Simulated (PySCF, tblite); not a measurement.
# C₅H₅F₃O: geometry, infrared bands and NMR shifts

Wanted: the infrared bands and NMR shifts of C₅H₅F₃O (`FC(F)[C@@H]1C=C[C@@H](F)O1`), by calculation.

Computed with tblite 0.8.0 and PySCF 2.14.0, with density-fitted response routines of our own, on a single molecule in the gas phase. Atoms count from 0, in the outputs and in this text.

## Step 1: Starting geometry

14 atoms, charge 0, multiplicity 1; geometry from: force field or distance geometry start.

Bonds of the start (Å): F0–C1 1.36, C1–F2 1.37, C1–C3 1.53, C3–C4 1.50, C4–C5 1.33, C5–C6 1.48, C6–F7 1.35, C6–O8 1.44, O8–C3 1.45, C1–H9 1.09, C3–H10 1.09, C4–H11 1.08, C5–H12 1.09, C6–H13 1.10.

## Step 2: Relaxing the molecule with GFN2-xTB

The job: settings as JSON, then the geometry in Å.

```
{"job": {"kind": "relax", "xc": "GFN2-xTB", "basis": "xTB"}, "charge": 0, "multiplicity": 1}
F      2.829400     0.521000    -0.167100
C      1.869800    -0.444800    -0.112800
F      1.835800    -0.863100     1.195500
C      0.518700     0.112800    -0.562000
C     -0.126200     1.039300     0.421500
C     -1.373100     0.634400     0.662500
C     -1.658700    -0.596000    -0.099400
F     -2.556400    -0.359500    -1.073800
O     -0.425800    -0.974700    -0.735100
H      2.190300    -1.297500    -0.712300
H      0.638500     0.605700    -1.521800
H      0.347600     1.917700     0.823100
H     -2.084200     1.127400     1.320300
H     -2.006400    -1.423100     0.529200
```

Launch:

```sh
$ OMP_NUM_THREADS=1 python probes_run.py task.json out
```

The driver reads the jobs from task.json and runs them one after another.

**Question.** This job is followed by: GFN2-xTB harmonic vibrations, gas phase; GIAO PBE0/pcSseg-1 NMR shielding, non-relativistic, gas phase. Predict these results of the whole session: strongest single infrared mode (GFN2-xTB); zero-point energy (GFN2-xTB); ¹³C shifts against TMS (PBE0/pcSseg-1); ¹H shifts against TMS (PBE0/pcSseg-1); ¹⁹F shifts against CFCl3 (PBE0/pcSseg-1); ¹⁷O shifts against H2O (PBE0/pcSseg-1).

The runs gave:

| quantity | value |
| --- | --- |
| strongest single infrared mode (GFN2-xTB) | 934 cm⁻¹, 184 km/mol |
| zero-point energy (GFN2-xTB) | 58.7 kcal/mol |
| ¹³C shifts against TMS (PBE0/pcSseg-1) | 139.4, 138.4, 121.5, 121.0, 92.9 ppm |
| ¹H shifts against TMS (PBE0/pcSseg-1) | 6.78, 6.59, 6.40, 6.31, 5.35 ppm |
| ¹⁹F shifts against CFCl3 (PBE0/pcSseg-1) | -123.8, -148.2, -149.5 ppm |
| ¹⁷O shifts against H2O (PBE0/pcSseg-1) | 113.9 ppm |

In words: Over 52 steps the energy fell by 0.143 eV; of the close pairs, C6–O8 changed most, 1.438 to 1.384 Å. All 36 modes are real, so the xTB geometry is a minimum. The strongest single mode, at 934 cm⁻¹, is spread over many atoms; the largest shares are those of C6, F7. GFN2-xTB is a fitted tight-binding method: band positions and strengths are rough. Its intensities can rank the bands wrongly. H13 (hydrogen on an allylic sp3 CH bonded to F and O) lies farthest downfield among hydrogen, at 6.78 ppm; its carbon carries F and O, which withdraws density. At PBE0/pcSseg-1: Shielding is most anisotropic at C4 (span 216 ppm, paramagnetic term -207 ppm).
